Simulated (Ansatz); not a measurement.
# CH5Cl2InO: the cost of one run

Method: RKS B3LYP/def2-SVP, in Ansatz 0.2.0.

## (1) Starting point

Bond lengths: In1–O2 2.431 Å, In1–Cl3 2.315 Å, In1–Cl4 2.309 Å, In1–C6 2.537 Å, O2–H7 0.957 Å, C6–H8 1.090 Å, C6–H9 1.090 Å, C6–H10 1.093 Å. Angles: In1–O2–H7 135.0°, O2–In1–Cl3 107.8°, O2–In1–Cl4 114.6°, O2–In1–C6 64.8°, Cl3–In1–Cl4 119.3°, Cl3–In1–C6 119.1°, Cl4–In1–C6 117.3°, In1–C6–H8 122.7°, In1–C6–H9 116.8°, In1–C6–H10 87.5°, H8–C6–H9 112.1°, H8–C6–H10 105.6°, H9–C6–H10 106.7°.

Coordinates:

```xyz
10

In   -0.0007   -1.3849   -0.1659
O    -1.6872    0.3626   -0.0601
Cl    0.0689   -2.1720   -2.3414
Cl   -0.0664   -2.8925    1.5813
H    -0.4823    0.7544    0.0874
C     0.8845    0.9399    0.3340
H    -2.2214    0.8270   -0.7047
H     0.6143    1.4910    1.2345
H     1.0415    1.6000   -0.5187
H     1.8488    0.4744    0.5536
```

## (2) Pulling towards end A

Springs on the bonds that form and break draw the guess towards this end; the thresholds are loose.

File input.yaml:

```yaml
crystal:
  periodic: [false, false, false]
  atoms:
    - { symbol: In, position_ang: [-0.0007, -1.3849, -0.1659] }
    - { symbol: O, position_ang: [-1.6872, 0.3626, -0.0601] }
    - { symbol: Cl, position_ang: [0.0689, -2.172, -2.3414] }
    - { symbol: Cl, position_ang: [-0.0664, -2.8925, 1.5813] }
    - { symbol: H, position_ang: [-0.4823, 0.7544, 0.0874] }
    - { symbol: C, position_ang: [0.8845, 0.9399, 0.334] }
    - { symbol: H, position_ang: [-2.2214, 0.827, -0.7047] }
    - { symbol: H, position_ang: [0.6143, 1.491, 1.2345] }
    - { symbol: H, position_ang: [1.0415, 1.6, -0.5187] }
    - { symbol: H, position_ang: [1.8488, 0.4744, 0.5536] }
basis:
  gaussian: { orbitals: def2-SVP }
hamiltonian:
  xc: b3lyp
relax:
  f_tol: 0.15
  max_steps: 25
  restrain:
    - { distance: [0, 5], at: 3.48, k: 30.0 }
    - { distance: [4, 1], at: 2.27, k: 30.0 }
    - { distance: [0, 1], at: 2.08, k: 30.0 }
    - { distance: [4, 5], at: 1.07, k: 30.0 }
output:
  orbitals: {}
```

Run with:

```console
> ansatz run input.yaml --threads 2 --pin off --max-ram 3072MiB --backend cpu --events-out ev --progress --plain --runs-dir out
```

What time and memory should one allow on 2 threads of AMD EPYC 7B13 (Zen 3), shared host?

About 34 s, with a peak of 0.32 GiB.
